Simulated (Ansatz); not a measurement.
# AsH+ (doublet): PBE, r2SCAN, PBE0, B3LYP, wB97M-V, B2PLYP, RPA-PBE over vertical gaps between states, cc-pVTZ

How well do these functionals follow the top wave-function level for AsH+ (doublet) over vertical gaps between states?

Computed with Ansatz 0.2.0, Gaussian basis. Level: cc-pVTZ, all electrons in the functionals, frozen cores in the correlation of double hybrids and RPA.

The runs, in order: PBE, r2SCAN, PBE0, B3LYP, wB97M-V, B2PLYP, RPA-PBE, at charge 1, doublet; charge 1, quartet.

7 further runs of the same task are left out: 3 that didn't finish, 4 set aside as unsound or not needed.

### 1 The system

The geometry is a PBE0/def2-TZVP stationary point (not a proven minimum). No spin-orbit coupling is included. The filled d shell of As may be among the frozen orbitals whatever the setting's name suggests; the logs give the count.

2 atoms, charge 1, spin multiplicity 2.

Atoms are counted from 1 here; the program's logs count them from 0.

Bond lengths: As1–H2 1.535 Å.

No dispersion term is added; wB97M-V holds VV10 nonlocal correlation. B3LYP takes the VWN-RPA correlation.

The geometry shown and the zero of energy belong to the point charge 1, doublet. The yardstick, FCI, and other wave-function levels (R restricted, U unrestricted, valence and pair active spaces) come from earlier runs.

### 2 PBE, charge 1, doublet

The input, in.yaml:

```yaml
crystal:
  periodic: [false, false, false]
  atoms:
    - {symbol: As, position_ang: [0.000000, 0.000000, 0.000000]}
    - {symbol: H, position_ang: [0.000000, 0.000000, 1.534800]}
basis:
  gaussian: {orbitals: cc-pVTZ}
total_charge: 1
magnetization: {spin_polarized: true, initial_magnetization: 1}
hamiltonian: {xc: {name: PBE}}
output: {orbitals: {seedname: orbitals}}
```

Started as:

```bash
$ ansatz run in.yaml --threads 1 --pin off --events-out ev --progress --plain --max-ram 2393MiB
```

Further steps of the session: PBE, charge 1, quartet; r2SCAN, charge 1, doublet; r2SCAN, charge 1, quartet; PBE0, charge 1, doublet; PBE0, charge 1, quartet; B3LYP, charge 1, doublet; B3LYP, charge 1, quartet; wB97M-V, charge 1, doublet; wB97M-V, charge 1, quartet; B2PLYP, charge 1, doublet; B2PLYP, charge 1, quartet; RPA-PBE, charge 1, doublet; RPA-PBE, charge 1, quartet.

**Question.** What will the summary of the whole plan be? Wanted: doublet to quartet, FCI; largest miss, PBE; largest miss, r2SCAN; largest miss, PBE0; largest miss, B3LYP; largest miss, wB97M-V; largest miss, B2PLYP; largest miss, RPA-PBE; largest miss, RCCSD(T).

The runs gave:

| quantity | value |
| --- | --- |
| doublet to quartet, FCI | 1.761 eV |
| largest miss, PBE | +0.107 eV (doublet to quartet) |
| largest miss, r2SCAN | -0.119 eV (doublet to quartet) |
| largest miss, PBE0 | +0.022 eV (doublet to quartet) |
| largest miss, B3LYP | +0.288 eV (doublet to quartet) |
| largest miss, wB97M-V | +0.218 eV (doublet to quartet) |
| largest miss, B2PLYP | +0.156 eV (doublet to quartet) |
| largest miss, RPA-PBE | +0.284 eV (doublet to quartet) |
| largest miss, RCCSD(T) | 0.000 eV (doublet to quartet) |
| largest miss, UCCSD(T) | -0.018 eV (doublet to quartet) |

In words: Of the functionals, PBE0 keep the smallest largest miss at the points compared (at most 0.022 eV) and B3LYP strays most (0.288 eV, at doublet to quartet). Functionals and the yardstick converge differently with the basis, so part of each miss in cc-pVTZ is the basis.
